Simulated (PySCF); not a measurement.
# C2Cl3F3: excited states, first hyperpolarisability

Aim: compute the excited states, first hyperpolarisability of C2Cl3F3 (`FC(F)(F)C(Cl)(Cl)Cl`).

Programs: PySCF 2.14.0, with routines of our own; each step states its level. All values are computed. Atoms count from 0.

## (1) The starting structure

8 atoms, charge 0, multiplicity 1; geometry from: GFN2-xTB.

## (2) Optimising the geometry at PBE0-D3(BJ)/def2-SVP

What the job is given:

```
{"job": {"xc": "PBE0", "basis": "def2-SVP", "d3": "d3bj", "grid": 2, "kind": "geom"}, "charge": 0, "multiplicity": 1}
F     -0.829863     1.265806    -0.949988
C     -0.757949     0.203942    -0.151130
F     -1.408154     0.502378     0.970952
F     -1.417667    -0.788071    -0.744073
C      0.705944    -0.186883     0.134414
Cl     1.495783    -0.566230    -1.404281
Cl     1.509387     1.180814     0.921153
Cl     0.711576    -1.602344     1.198389
```

Started as:

```console
OMP_NUM_THREADS=1 python excited_run.py task.json out
```

The driver reads the jobs from task.json and runs them one after another.

What it wrote:

```text
step   0  E = -1754.79985846  max force = 0.024929
step   1  E = -1754.79932315  max force = 0.015093
step   2  E = -1754.79999506  max force = 0.006165
step   3  E = -1754.80036580  max force = 0.001928
step   4  E = -1754.80051788  max force = 0.001679
step   5  E = -1754.80054943  max force = 0.001693
step   6  E = -1754.80055882  max force = 0.000450
step   7  E = -1754.80055910  max force = 0.000124
optimisation converged
```

Run time: 60 s. Hardware: 1 thread of Arm Neoverse V1, shared host; peak memory 0.69 GiB.

The steps of the relaxation: (the energy doesn't fall at every step)

```tsv
step	energy from step 0 (eV)	largest force component (eV/Å)
0	0.0000	1.2819
1	0.0146	0.7761
2	-0.0037	0.3170
3	-0.0138	0.0991
4	-0.0179	0.0863
5	-0.0188	0.0871
6	-0.0191	0.0231
7	-0.0191	0.0064
```

Distances of close pairs at the start and the end, largest changes first:

```tsv
bond	before (Å)	after (Å)	change (Å)
C1–C4	1.542	1.557	+0.015
F0–C1	1.331	1.323	-0.008
C1–F3	1.331	1.323	-0.008
C1–F2	1.331	1.323	-0.008
C4–Cl7	1.771	1.765	-0.006
C4–Cl5	1.771	1.765	-0.005
C4–Cl6	1.771	1.765	-0.005
```

The final coordinates are the input of the step that follows.

```tsv
at the end point	value
point group (found at 0.08 Å tolerance)	C3v
rotational constants (GHz, main isotopes)	1.323, 1.114, 1.114
dipole moment (D)	0.55
```

## (3) Excited states: TDA wB97X-D/def2-TZVP

What the job is given:

```
{"job": {"kind": "states", "xc": "wB97X-D", "basis": "def2-TZVP", "tda": true, "soc": true, "nstates": 6, "ntriplets": 5, "nquad": 4}, "charge": 0, "multiplicity": 1}
F     -1.119628     0.971015     0.973817
C     -0.670630     0.434716    -0.148823
F     -1.610696    -0.347395    -0.653581
F     -0.413811     1.403849    -1.011853
C      0.618830    -0.391472     0.130360
Cl     1.843337     0.689779     0.799277
Cl     0.224836    -1.666821     1.285639
Cl     1.176950    -1.088721    -1.392024
```

With the program's defaults for keys left out, this is: TDA wB97X-D/def2-TZVP excited states, vertical, gas phase, spin-orbit mean-field couplings.

What it wrote:

```text
coarse grid: 10304 points
cycle   1  E = -1756.0816080271  dE =  1.620e+00  |g| = 1.243e+00  |ddm| = 2.511e+00
cycle   2  E = -1755.8080419991  dE =  2.736e-01  |g| = 1.844e+00  |ddm| = 1.538e+00
cycle   3  E = -1756.3914375563  dE = -5.834e-01  |g| = 9.067e-02  |ddm| = 8.659e-01
cycle   4  E = -1756.3924678623  dE = -1.030e-03  |g| = 5.963e-02  |ddm| = 8.473e-02
cycle   5  E = -1756.3932375606  dE = -7.697e-04  |g| = 1.175e-02  |ddm| = 4.080e-02
cycle   6  E = -1756.3932736691  dE = -3.611e-05  |g| = 3.258e-03  |ddm| = 1.122e-02
cycle   7  E = -1756.3932778721  dE = -4.203e-06  |g| = 7.577e-04  |ddm| = 4.655e-03
final grid: 92472 points
cycle   8  E = -1756.4164192623  dE = -2.101e-04  |g| = 1.204e-02  |ddm| = 5.522e-02
cycle   9  E = -1756.4164164908  dE =  2.771e-06  |g| = 1.233e-02  |ddm| = 1.164e-02
cycle  10  E = -1756.4164391119  dE = -2.262e-05  |g| = 1.725e-03  |ddm| = 6.021e-03
cycle  11  E = -1756.4164397106  dE = -5.987e-07  |g| = 4.641e-04  |ddm| = 1.239e-03
cycle  12  E = -1756.4164397576  dE = -4.699e-08  |g| = 1.480e-04  |ddm| = 4.941e-04
cycle  13  E = -1756.4164397621  dE = -4.535e-09  |g| = 3.283e-05  |ddm| = 1.218e-04
cycle  14  E = -1756.4164397625  dE = -4.216e-10  |g| = 1.005e-05  |ddm| = 7.263e-05
converged SCF energy = -1756.4164397625

Singlet excitations
state   eV       nm        f     d(h-e)  d(exc)  Lambda  PR(NTO)  |dmu|/D   mu/D   main configurations
  1   6.6775   185.7   0.00000   0.055   2.496   0.588   1.164    0.063    0.608   H->L 0.92
  2   7.1350   173.8   0.01476   0.277   2.353   0.627   1.435    0.704    0.815   H-1->L 0.74
  3   7.1376   173.7   0.01477   0.275   2.354   0.624   1.437    0.700    0.817   H-2->L 0.74
  4   7.3158   169.5   0.00058   0.105   2.356   0.603   1.576    0.402    0.142   H-3->L 0.77, H-1->L+1 0.09, H-2->L+2 0.09
  5   7.5135   165.0   0.00480   0.236   2.267   0.554   1.870                     H->L+1 0.60, H-5->L 0.13
  6   7.5154   165.0   0.00483   0.237   2.266   0.556   1.870                     H->L+2 0.60, H-4->L 0.13

Triplet excitations (Tamm-Dancoff)
state   eV     d(h-e)  d(exc)  Lambda  PR(NTO)   main configurations
  1   5.9667   0.073   2.313   0.582   1.436   H->L 0.82
  2   6.2559   0.144   2.235   0.616   1.725   H-1->L 0.63, H->L+2 0.08
  3   6.2579   0.142   2.235   0.611   1.728   H-2->L 0.63, H->L+1 0.09
  4   6.5263   0.009   2.167   0.595   2.142   H-3->L 0.62, H-1->L+1 0.14, H-2->L+2 0.13
  5   6.6294   0.165   2.087   0.573   2.728   H->L+1 0.33, H-5->L 0.26, H-4->L 0.09
S1 - T1 = 0.7107 eV

Spin-orbit couplings |<S|Hso|T>| (cm-1)
             T1       T2       T3       T4       T5
S0      415.099  293.220  292.699    0.285  113.850
S1        0.170  148.789  148.202   25.250   97.854
S2      170.440    8.466  127.781  140.212  110.177
S3      169.965  127.712    9.169  142.416  102.276
S4       39.361  175.613  176.693    0.569  122.045
S5       55.097  106.332  100.520  139.495   34.750
S6       55.327  100.473  105.297  139.806   70.010
T1 sublevels (cm-1): 0.000 1.629 4.685   radiative rates (1/s): 300 2.17e+03 1.56e+03
```

It took 61 s on 1 thread of Arm Neoverse V1, shared host; peak memory 0.99 GiB.

Key values:

```tsv
quantity	value
S1 less T1	0.71 eV
```

## (4) Excited states: TDDFT CAM-B3LYP/aug-cc-pVDZ

Settings changed since step 3:

```diff
@@ -1,2 +1,2 @@
-{"job": {"kind": "states", "xc": "wB97X-D", "basis": "def2-TZVP", "tda": true, "soc": true, "nstates": 6, "ntriplets": 5, "nquad": 4}, "charge": 0, "multiplicity": 1}
+{"job": {"kind": "states", "xc": "CAM-B3LYP", "basis": "aug-cc-pVDZ", "tpa": true, "nstates": 8, "nquad": 6, "ntriplets": 0}, "charge": 0, "multiplicity": 1}
 F     -1.119628     0.971015     0.973817
```

With the program's defaults for keys left out, this is: TDDFT CAM-B3LYP/aug-cc-pVDZ excited states, vertical, gas phase, two-photon moments by quadratic response.

What it wrote:

```text
coarse grid: 10304 points
cycle   1  E = -1756.0372683578  dE =  1.642e+00  |g| = 1.155e+00  |ddm| = 5.035e+00
cycle   2  E = -1755.6860869027  dE =  3.512e-01  |g| = 1.848e+00  |ddm| = 4.159e+00
cycle   3  E = -1756.3190072770  dE = -6.329e-01  |g| = 9.294e-02  |ddm| = 2.540e+00
cycle   4  E = -1756.3199750334  dE = -9.678e-04  |g| = 6.451e-02  |ddm| = 2.329e-01
cycle   5  E = -1756.3209163646  dE = -9.413e-04  |g| = 1.120e-02  |ddm| = 1.204e-01
cycle   6  E = -1756.3209431532  dE = -2.679e-05  |g| = 2.496e-03  |ddm| = 1.988e-02
cycle   7  E = -1756.3209453643  dE = -2.211e-06  |g| = 6.434e-04  |ddm| = 8.085e-03
final grid: 92472 points
cycle   8  E = -1756.3334278734  dE = -1.501e-05  |g| = 3.277e-03  |ddm| = 4.301e-02
cycle   9  E = -1756.3334270990  dE =  7.744e-07  |g| = 3.966e-03  |ddm| = 9.376e-03
cycle  10  E = -1756.3334296828  dE = -2.584e-06  |g| = 3.815e-04  |ddm| = 5.105e-03
cycle  11  E = -1756.3334297143  dE = -3.156e-08  |g| = 1.381e-04  |ddm| = 8.110e-04
cycle  12  E = -1756.3334297184  dE = -4.101e-09  |g| = 4.961e-05  |ddm| = 2.549e-04
cycle  13  E = -1756.3334297189  dE = -5.080e-10  |g| = 6.583e-06  |ddm| = 9.463e-05
converged SCF energy = -1756.3334297189

Singlet excitations
state   eV       nm        f     d(h-e)  d(exc)  Lambda  PR(NTO)  |dmu|/D   mu/D   delta(TPA)   sigma/GM   main configurations
  1   6.5841   188.3   0.00000   0.022   2.594   0.525   1.193    0.094    0.495        0.00      0.000   H->L 0.87
  2   7.0282   176.4   0.01711   0.216   2.444   0.553   1.516    0.550    0.565        0.24      0.004   H-1->L 0.74
  3   7.0292   176.4   0.01718   0.214   2.445   0.558   1.521    0.548    0.564        0.25      0.004   H-2->L 0.74
  4   7.2372   171.3   0.00202   0.099   2.421   0.540   1.808    0.461    0.128        2.17      0.042   H-3->L 0.68, H-1->L+1 0.12, H-2->L+2 0.11
  5   7.3687   168.3   0.00553   0.140   2.403   0.482   2.000    0.176    0.729        5.68      0.113   H->L+1 0.52, H-5->L 0.18
  6   7.3701   168.2   0.00561   0.140   2.403   0.475   1.995    0.176    0.728        5.67      0.113   H->L+2 0.52, H-4->L 0.18
  7   8.0639   153.8   0.00068   0.572   3.030   0.491   2.444                                            H->L+1 0.28, H-5->L 0.10, H-2->L 0.10
  8   8.0649   153.7   0.00065   0.562   3.031   0.484   2.462                                            H->L+2 0.28, H-4->L 0.10, H-1->L 0.10
```

Wall time 53 s (1 thread of Arm Neoverse V1, shared host); peak memory 0.83 GiB.

## (5) First hyperpolarisability: quadratic response CAM-B3LYP/aug-cc-pVDZ

Settings changed since step 4:

```diff
@@ -1,2 +1,2 @@
-{"job": {"kind": "states", "xc": "CAM-B3LYP", "basis": "aug-cc-pVDZ", "tpa": true, "nstates": 8, "nquad": 6, "ntriplets": 0}, "charge": 0, "multiplicity": 1}
+{"job": {"kind": "beta", "xc": "CAM-B3LYP", "basis": "aug-cc-pVDZ"}, "charge": 0, "multiplicity": 1}
 F     -1.119628     0.971015     0.973817
```

Level: quadratic response CAM-B3LYP/aug-cc-pVDZ first hyperpolarisability, Taylor convention, gas phase.

What it wrote:

```text
coarse grid: 10304 points
cycle   1  E = -1756.0372683578  dE =  1.642e+00  |g| = 1.155e+00  |ddm| = 5.035e+00
cycle   2  E = -1755.6860869027  dE =  3.512e-01  |g| = 1.848e+00  |ddm| = 4.159e+00
cycle   3  E = -1756.3190072770  dE = -6.329e-01  |g| = 9.294e-02  |ddm| = 2.540e+00
cycle   4  E = -1756.3199750334  dE = -9.678e-04  |g| = 6.451e-02  |ddm| = 2.329e-01
cycle   5  E = -1756.3209163646  dE = -9.413e-04  |g| = 1.120e-02  |ddm| = 1.204e-01
cycle   6  E = -1756.3209431532  dE = -2.679e-05  |g| = 2.496e-03  |ddm| = 1.988e-02
cycle   7  E = -1756.3209453643  dE = -2.211e-06  |g| = 6.434e-04  |ddm| = 8.085e-03
final grid: 92472 points
cycle   8  E = -1756.3334278734  dE = -1.501e-05  |g| = 3.277e-03  |ddm| = 4.301e-02
cycle   9  E = -1756.3334270990  dE =  7.744e-07  |g| = 3.966e-03  |ddm| = 9.376e-03
cycle  10  E = -1756.3334296828  dE = -2.584e-06  |g| = 3.815e-04  |ddm| = 5.105e-03
cycle  11  E = -1756.3334297143  dE = -3.156e-08  |g| = 1.381e-04  |ddm| = 8.110e-04
cycle  12  E = -1756.3334297184  dE = -4.101e-09  |g| = 4.961e-05  |ddm| = 2.549e-04
cycle  13  E = -1756.3334297189  dE = -5.080e-10  |g| = 6.583e-06  |ddm| = 9.463e-05
converged SCF energy = -1756.3334297189

Lowest singlets (eV, f): 6.5841 0.0000  7.0282 0.0171  7.0292 0.0172

First hyperpolarisability (au)
process     nm      |vector|   parallel      HRS      DR
static         -       99.73     -59.84      36.47   8.907
shg       1907.0      102.04     -61.23      37.32   8.915
eope      1907.0      100.49     -60.29          -       -
shg       1064.0      107.49     -64.49      39.31    8.94
eope      1064.0      102.21     -61.33          -       -
```

It took 38 s on 1 thread of Arm Neoverse V1, shared host; peak memory 0.82 GiB.

## (6) Outcome

| quantity | value |
| --- | --- |
| point group | C3v |
| rotational constants (main isotopes) | 1.32, 1.11, 1.11 GHz |
| S1 less T1 (step 3, TDA wB97X-D/def2-TZVP) | 0.71 eV |
| β vector (step 5, quadratic response CAM-B3LYP/aug-cc-pVDZ) | static 100, SHG 1907.0 nm 102, SHG 1064.0 nm 107 au |

**Reading.** Over 7 steps the energy fell by 0.019 eV; of the close pairs, C1–C4 changed most, 1.542 to 1.557 Å. In steps 3, 4 some excited states are degenerate or nearly so. In step 3, the number of triplets below S1 is at least 5, and the largest singlet-triplet spin-orbit coupling is S0–T1, 415.10 cm⁻¹. β grows from 100 au (static) to 107 au for doubling at 1064.0 nm: normal dispersion, which grows as twice the photon energy moves toward the bright states.
